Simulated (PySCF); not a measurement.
# CH7O2PSi2: electronic excitations at several levels of theory

Aim: compute the electronic excitations of CH7O2PSi2 (`O=C(O)[Si@H]([SiH3])P`) at several levels, and see how far they spread and what each costs.

Programs: PySCF 2.14.0, with density-fitted response routines of our own. Each step states its level of theory. These are calculated values for one molecule in the gas phase, unless marked as measured. Atoms count from 0, in the outputs and in this text.

## (1) The molecule as given

13 atoms, charge 0, multiplicity 1; geometry from: GFN2-xTB. The atoms were then displaced at random by about 0.01 Å, so the start is not that level's minimum.

Bonds of the start (Å): O0–C1 1.23, C1–O2 1.34, C1–Si3 1.89, Si3–Si4 2.37, Si3–P5 2.24, O2–H6 1.00, Si3–H7 1.48, Si4–H8 1.47, Si4–H9 1.45, Si4–H10 1.47, P5–H11 1.40, P5–H12 1.40.

## (2) Geometry optimisation at PBE0-D3(BJ)/def2-SVP

Job settings and geometry (Å):

```
{"job": {"xc": "PBE0", "basis": "def2-SVP", "d3": "d3bj", "grid": 1, "shake": 0.01, "kind": "geom"}, "charge": 0, "multiplicity": 1}
O      1.878890    -1.670780     0.968650
C      1.489870    -0.712150     0.299180
O      2.177620    -0.256220    -0.754190
Si    -0.086510     0.309090     0.511800
Si    -1.974100    -1.021080    -0.001670
P      0.289050     1.920970    -0.993550
H      3.020720    -0.770680    -0.889280
H     -0.069540     0.763270     1.915550
H     -3.192040    -0.194910     0.012600
H     -1.865470    -1.654080    -1.296120
H     -2.177620    -2.075410     1.007040
H      1.256590     2.571940    -0.226230
H     -0.741640     2.773150    -0.564120
```

Launch:

```console
$ OMP_NUM_THREADS=1 python probes_run.py task.json out
```

The driver reads the jobs from task.json and runs them one after another.

Standard output:

```text
step   0  E = -1112.10325554  max force = 0.048646
step   1  E = -1112.11073773  max force = 0.010101
step   2  E = -1112.11184987  max force = 0.002633
step   3  E = -1112.11201058  max force = 0.003794
step   4  E = -1112.11198224  max force = 0.003681
step   5  E = -1112.11212471  max force = 0.000706
step   6  E = -1112.11214269  max force = 0.000385
step   7  E = -1112.11216797  max force = 0.001393
step   8  E = -1112.11218715  max force = 0.001556
step   9  E = -1112.11222864  max force = 0.000997
step  10  E = -1112.11226056  max force = 0.000408
step  11  E = -1112.11227596  max force = 0.000264
step  12  E = -1112.11229111  max force = 0.000289
step  13  E = -1112.11230323  max force = 0.000305
optimisation converged
```

It took 1.7 min on 1 thread of Arm Neoverse V2, shared host; peak memory 0.51 GiB.

Relaxation path:

```csv
step,energy from step 0 (eV),largest force component (eV/Å)
0,0.0000,2.5015
1,-0.2036,0.5194
2,-0.2339,0.1354
3,-0.2382,0.1951
4,-0.2375,0.1893
5,-0.2413,0.0363
6,-0.2418,0.0198
7,-0.2425,0.0716
8,-0.2430,0.0800
9,-0.2442,0.0513
10,-0.2450,0.0210
11,-0.2455,0.0136
12,-0.2459,0.0149
13,-0.2462,0.0157
```

Close pairs (by a distance rule), those that changed most:

```csv
bond,before (Å),after (Å),change (Å)
Si4–H9,1.445,1.495,+0.050
C1–Si3,1.890,1.933,+0.043
P5–H11,1.396,1.429,+0.033
O0–C1,1.232,1.203,-0.029
Si3–P5,2.237,2.264,+0.027
P5–H12,1.405,1.431,+0.026
Si3–Si4,2.366,2.341,-0.025
Si4–H8,1.472,1.495,+0.024
```

The end geometry stands in the next job.

```csv
at the end point,value
point group (found at 0.08 Å tolerance),C1
"rotational constants (GHz, main isotopes)","1.670, 1.552, 0.887"
dipole moment (D),1.21
```

## (3) Ultraviolet spectrum: PBE0/def2-TZVP

Job settings and geometry (Å):

```
{"job": {"kind": "uv", "xc": "PBE0", "basis": "def2-TZVP"}, "charge": 0, "multiplicity": 1}
O      1.623209    -1.840748     0.784170
C      1.498627    -0.792528     0.206263
O      2.408180    -0.327748    -0.660587
Si    -0.032213     0.364681     0.441746
Si    -1.913778    -0.981982     0.086609
P      0.052558     2.015508    -1.105699
H      3.122398    -0.988482    -0.706092
H      0.034300     0.838436     1.858603
H     -3.151553    -0.146955     0.170293
H     -1.821725    -1.575882    -1.281779
H     -1.972766    -2.070168     1.106013
H      1.121595     2.702474    -0.452782
H     -0.963158     2.786434    -0.457093
```

Level: TDDFT PBE0/def2-TZVP, vertical, gas phase, core orbitals frozen in the response.

Standard output:

```text
coarse grid: 12472 points
cycle   1  E = -1112.5025416562  dE =  4.939e-01  |g| = 8.845e-01  |ddm| = 2.748e+00
cycle   2  E = -1112.1165513841  dE =  3.860e-01  |g| = 1.677e+00  |ddm| = 1.380e+00
cycle   3  E = -1112.6277794866  dE = -5.112e-01  |g| = 3.083e-01  |ddm| = 1.038e+00
cycle   4  E = -1112.6441206990  dE = -1.634e-02  |g| = 9.468e-02  |ddm| = 1.989e-01
cycle   5  E = -1112.6456044104  dE = -1.484e-03  |g| = 1.705e-02  |ddm| = 5.211e-02
cycle   6  E = -1112.6456680314  dE = -6.362e-05  |g| = 5.829e-03  |ddm| = 1.732e-02
cycle   7  E = -1112.6456764400  dE = -8.409e-06  |g| = 1.169e-03  |ddm| = 5.575e-03
final grid: 107008 points
cycle   8  E = -1112.6430256228  dE = -2.528e-05  |g| = 1.013e-02  |ddm| = 2.801e-02
cycle   9  E = -1112.6429871496  dE =  3.847e-05  |g| = 1.772e-02  |ddm| = 1.292e-02
cycle  10  E = -1112.6430417354  dE = -5.459e-05  |g| = 2.521e-03  |ddm| = 8.728e-03
cycle  11  E = -1112.6430428626  dE = -1.127e-06  |g| = 5.445e-04  |ddm| = 1.585e-03
cycle  12  E = -1112.6430429133  dE = -5.074e-08  |g| = 8.591e-05  |ddm| = 3.228e-04
cycle  13  E = -1112.6430429150  dE = -1.670e-09  |g| = 2.669e-05  |ddm| = 1.076e-04
cycle  14  E = -1112.6430429152  dE = -2.317e-10  |g| = 4.455e-06  |ddm| = 2.876e-05
converged SCF energy = -1112.6430429152

Static polarisability (au): isotropic 103.098, principal 83.377 106.084 119.834

Singlet excitations
state   eV       nm        f      main configurations
  1   5.0045    247.7   0.00301   H-1->L 0.50, H->L 0.45
  2   5.8445    212.1   0.00707   H->L 0.52, H-1->L 0.44
  3   6.0628    204.5   0.02405   H->L+1 0.83
  4   6.3358    195.7   0.03144   H-2->L 0.78
  5   6.4343    192.7   0.01474   H-1->L+1 0.81
  6   6.5582    189.1   0.03124   H->L+2 0.77
  7   6.7055    184.9   0.01564   H-2->L+1 0.46, H->L+4 0.42
  8   6.7895    182.6   0.00257   H-1->L+2 0.92
  9   6.8372    181.3   0.03447   H->L+3 0.80, H-2->L+1 0.08
 10   7.0295    176.4   0.14804   H-2->L+2 0.49, H-2->L+1 0.12

Triplet excitations (Tamm-Dancoff, eV): 4.3401 5.3404 5.4994 5.5550
```

It took 47 s on 1 thread of Arm Neoverse V2, shared host; peak memory 0.95 GiB.

Frontier orbitals and where they lie:

```csv
orbital,eV,atoms
HOMO−3,-9.63,"O0 37 %, O2 35 %, C1 12 %"
HOMO−2,-8.36,"Si4 34 %, Si3 34 %, P5 12 %"
HOMO−1,-7.96,"O0 34 %, P5 25 %, C1 14 %"
HOMO,-7.71,"P5 56 %, O0 17 %, Si3 14 %"
LUMO,-0.89,"C1 34 %, Si3 23 %, O0 18 %"
LUMO+1,-0.37,"Si3 32 %, Si4 27 %, P5 22 %"
LUMO+2,-0.09,"Si3 32 %, Si4 31 %, P5 20 %"
```

With each of the 10 states as a Gaussian band of 0.4 eV half-width at 1/e, the curve within the window shown has maxima at 245 nm (ε 130), 179 nm (ε 8,300) L/(mol cm). Beyond the last state computed it falls off for lack of states. The curve at chosen wavelengths:

| nm | ε (L/mol/cm) |
| --- | --- |
| 169 | 3832 |
| 173 | 6505 |
| 178 | 8282 |
| 182 | 7940 |
| 187 | 6503 |
| 191 | 5375 |
| 196 | 4223 |
| 200 | 3417 |
| 205 | 2497 |
| 209 | 1845 |
| 214 | 1172 |
| 218 | 764 |
| 223 | 420 |
| 227 | 258 |
| 232 | 159 |
| 236 | 132 |
| 241 | 126 |
| 245 | 128 |
| 250 | 123 |
| 254 | 111 |
| 259 | 90 |
| 263 | 71 |
| 268 | 49 |
| 272 | 35 |
| 277 | 21 |
| 281 | 13 |

Further results of this job:

```csv
property,computed
dipole moment (D),1.28
polarisability (Å³),15.28
HOMO–LUMO gap (eV),6.82
−ε(HOMO) (eV),7.71
```

## (4) Ultraviolet spectrum: PBE0/aug-cc-pVDZ

The job, as its differences from that of step 3:

```diff
@@ -1,2 +1,2 @@
-{"job": {"kind": "uv", "xc": "PBE0", "basis": "def2-TZVP"}, "charge": 0, "multiplicity": 1}
+{"job": {"kind": "uv", "xc": "PBE0", "basis": "aug-cc-pVDZ"}, "charge": 0, "multiplicity": 1}
 O      1.623209    -1.840748     0.784170
```

Method: TDDFT PBE0/aug-cc-pVDZ, vertical, gas phase, core orbitals frozen in the response.

Standard output:

```text
coarse grid: 12472 points
cycle   1  E = -1112.4136615778  dE =  5.462e-01  |g| = 8.296e-01  |ddm| = 7.158e+00
cycle   2  E = -1112.0436943440  dE =  3.700e-01  |g| = 1.602e+00  |ddm| = 2.777e+00
cycle   3  E = -1112.5339718138  dE = -4.903e-01  |g| = 2.825e-01  |ddm| = 1.875e+00
cycle   4  E = -1112.5485521454  dE = -1.458e-02  |g| = 8.106e-02  |ddm| = 3.948e-01
cycle   5  E = -1112.5497467447  dE = -1.195e-03  |g| = 1.469e-02  |ddm| = 1.130e-01
cycle   6  E = -1112.5497991083  dE = -5.236e-05  |g| = 4.254e-03  |ddm| = 3.600e-02
cycle   7  E = -1112.5498043244  dE = -5.216e-06  |g| = 9.729e-04  |ddm| = 9.125e-03
final grid: 107008 points
cycle   8  E = -1112.5654358085  dE = -7.311e-06  |g| = 8.827e-03  |ddm| = 1.028e-01
cycle   9  E = -1112.5654018572  dE =  3.395e-05  |g| = 1.600e-02  |ddm| = 3.002e-02
cycle  10  E = -1112.5654502239  dE = -4.837e-05  |g| = 2.007e-03  |ddm| = 1.878e-02
cycle  11  E = -1112.5654510476  dE = -8.238e-07  |g| = 2.354e-04  |ddm| = 2.601e-03
cycle  12  E = -1112.5654510590  dE = -1.139e-08  |g| = 5.897e-05  |ddm| = 5.983e-04
cycle  13  E = -1112.5654510601  dE = -1.098e-09  |g| = 1.775e-05  |ddm| = 1.914e-04
cycle  14  E = -1112.5654510602  dE = -1.010e-10  |g| = 3.250e-06  |ddm| = 4.341e-05
converged SCF energy = -1112.5654510602

Static polarisability (au): isotropic 109.480, principal 89.864 112.645 125.930

Singlet excitations
state   eV       nm        f      main configurations
  1   5.0046    247.7   0.00233   H-1->L 0.52, H->L 0.41
  2   5.8163    213.2   0.00291   H->L 0.56, H-1->L 0.41
  3   6.0620    204.5   0.04076   H->L+1 0.79
  4   6.2919    197.1   0.05504   H-2->L 0.66, H->L+2 0.17, H->L+1 0.09
  5   6.4111    193.4   0.02600   H-1->L+1 0.46, H->L+2 0.21, H-2->L 0.15
  6   6.4482    192.3   0.02680   H->L+2 0.38, H-1->L+1 0.36, H-2->L 0.09
  7   6.5647    188.9   0.02093   H-1->L+2 0.72
  8   6.5815    188.4   0.03635   H->L+3 0.77
  9   6.6752    185.7   0.03098   H->L+4 0.26, H-2->L+1 0.20, H-1->L+2 0.11
 10   6.8411    181.2   0.03868   H-1->L+3 0.82

Triplet excitations (Tamm-Dancoff, eV): 4.3612 5.4023 5.5765 5.5844
```

Run time: 40 s. Hardware: 1 thread of Arm Neoverse V2, shared host; peak memory 0.88 GiB.

This run: HOMO -7.72 eV, LUMO -0.94 eV; lowest singlet 5.00 eV.

## (5) Excited states and response: PBE0/6-31+G*

The job, as its differences from that of step 4:

```diff
@@ -1,2 +1,2 @@
-{"job": {"kind": "uv", "xc": "PBE0", "basis": "aug-cc-pVDZ"}, "charge": 0, "multiplicity": 1}
+{"job": {"kind": "uv", "xc": "PBE0", "basis": "6-31+G*"}, "charge": 0, "multiplicity": 1}
 O      1.623209    -1.840748     0.784170
```

Method: TDDFT PBE0/6-31+G*, vertical, gas phase, core orbitals frozen in the response.

Standard output:

```text
coarse grid: 12472 points
cycle   1  E = -1112.4199228444  dE =  5.250e-01  |g| = 8.144e-01  |ddm| = 3.553e+00
cycle   2  E = -1112.0655589936  dE =  3.544e-01  |g| = 1.569e+00  |ddm| = 2.503e+00
cycle   3  E = -1112.5384574335  dE = -4.729e-01  |g| = 2.773e-01  |ddm| = 1.859e+00
cycle   4  E = -1112.5526838056  dE = -1.423e-02  |g| = 7.919e-02  |ddm| = 3.083e-01
cycle   5  E = -1112.5538343828  dE = -1.151e-03  |g| = 1.374e-02  |ddm| = 9.549e-02
cycle   6  E = -1112.5538832023  dE = -4.882e-05  |g| = 4.051e-03  |ddm| = 3.232e-02
cycle   7  E = -1112.5538879946  dE = -4.792e-06  |g| = 8.112e-04  |ddm| = 8.981e-03
final grid: 107008 points
cycle   8  E = -1112.4782580901  dE = -3.933e-06  |g| = 8.740e-03  |ddm| = 3.818e-02
cycle   9  E = -1112.4782267325  dE =  3.136e-05  |g| = 1.556e-02  |ddm| = 2.029e-02
cycle  10  E = -1112.4782724089  dE = -4.568e-05  |g| = 2.028e-03  |ddm| = 1.343e-02
cycle  11  E = -1112.4782732840  dE = -8.751e-07  |g| = 2.509e-04  |ddm| = 2.210e-03
cycle  12  E = -1112.4782732984  dE = -1.437e-08  |g| = 4.718e-05  |ddm| = 4.278e-04
cycle  13  E = -1112.4782732991  dE = -7.603e-10  |g| = 1.620e-05  |ddm| = 1.578e-04
converged SCF energy = -1112.4782732991

Static polarisability (au): isotropic 100.139, principal 81.398 102.346 116.672

Singlet excitations
state   eV       nm        f      main configurations
  1   5.0858    243.8   0.00218   H-1->L 0.61, H->L 0.33
  2   5.8739    211.1   0.00270   H->L 0.64, H-1->L 0.32
  3   6.1909    200.3   0.06359   H->L+1 0.87
  4   6.4006    193.7   0.04226   H-2->L 0.50, H->L+2 0.36
  5   6.5326    189.8   0.07530   H->L+2 0.35, H-2->L 0.33, H-1->L+1 0.18
  6   6.5665    188.8   0.02852   H-1->L+1 0.64, H->L+2 0.12
  7   6.6643    186.0   0.01804   H-1->L+2 0.75
  8   6.7250    184.4   0.03143   H->L+3 0.73, H->L+4 0.15
  9   6.7664    183.2   0.04864   H->L+4 0.34, H-2->L+1 0.20, H->L+3 0.12
 10   7.0172    176.7   0.09967   H-1->L+3 0.59, H-2->L+1 0.25

Triplet excitations (Tamm-Dancoff, eV): 4.4514 5.3962 5.6299 5.6397
```

Run time: 18 s. Hardware: 1 thread of Arm Neoverse V2, shared host; peak memory 0.7 GiB.

Key values: HOMO -7.74 eV, LUMO -0.91 eV; lowest singlet 5.09 eV.

## (6) Side by side: electronic excitations

Excitations and ground-state properties, with basis size and wall time:

```csv
run,lowest singlet (eV),brightest (eV),f,gap (eV),α (Å³),μ (D),functions,time
PBE0/def2-TZVP,5.00,7.03,0.148,6.82,15.28,1.28,246,47 s
PBE0/aug-cc-pVDZ,5.00,6.29,0.055,6.78,16.22,1.29,213,40 s
PBE0/6-31+G*,5.09,7.02,0.100,6.83,14.84,1.27,134,18 s
```

## (7) Summary of results

| quantity | value |
| --- | --- |
| point group | C1 |
| rotational constants (main isotopes) | 1.67, 1.55, 0.89 GHz |
| lowest singlet (PBE0/def2-TZVP) | 5.00 eV (248 nm), f = 0.003 |
| brightest single state of those computed | state 10, 7.03 eV, f = 0.148 |
| lowest triplet | 4.34 eV |
| range of the lowest singlet | 5.00 to 5.09 eV |

**Reading.** Single values in the summary come from the first run of each kind that ended normally (PBE0/def2-TZVP), which need not be the best level. Relaxing lowered the energy by 0.246 eV in 13 steps; the close pair that moved most is Si4–H9, from 1.445 to 1.495 Å. The first singlet state (HOMO−1→LUMO 0.50, HOMO→LUMO 0.45) lies at 5.00 eV and is weak; of the 10 states computed, the strongest absorption comes from state 10 at 7.03 eV (the last computed, so partners may be missing). The lowest triplet lies 0.66 eV below the lowest singlet (triplets in Tamm-Dancoff, singlets in full TDDFT). The basis of PBE0/def2-TZVP has no diffuse functions, so Rydberg states are missing and the high states are unreliable. The lowest singlet runs from 5.00 eV (PBE0/def2-TZVP) to 5.09 eV (PBE0/6-31+G*), while the orbital gap spans 6.78 to 6.83 eV. The lowest state need not be the same one in every run.
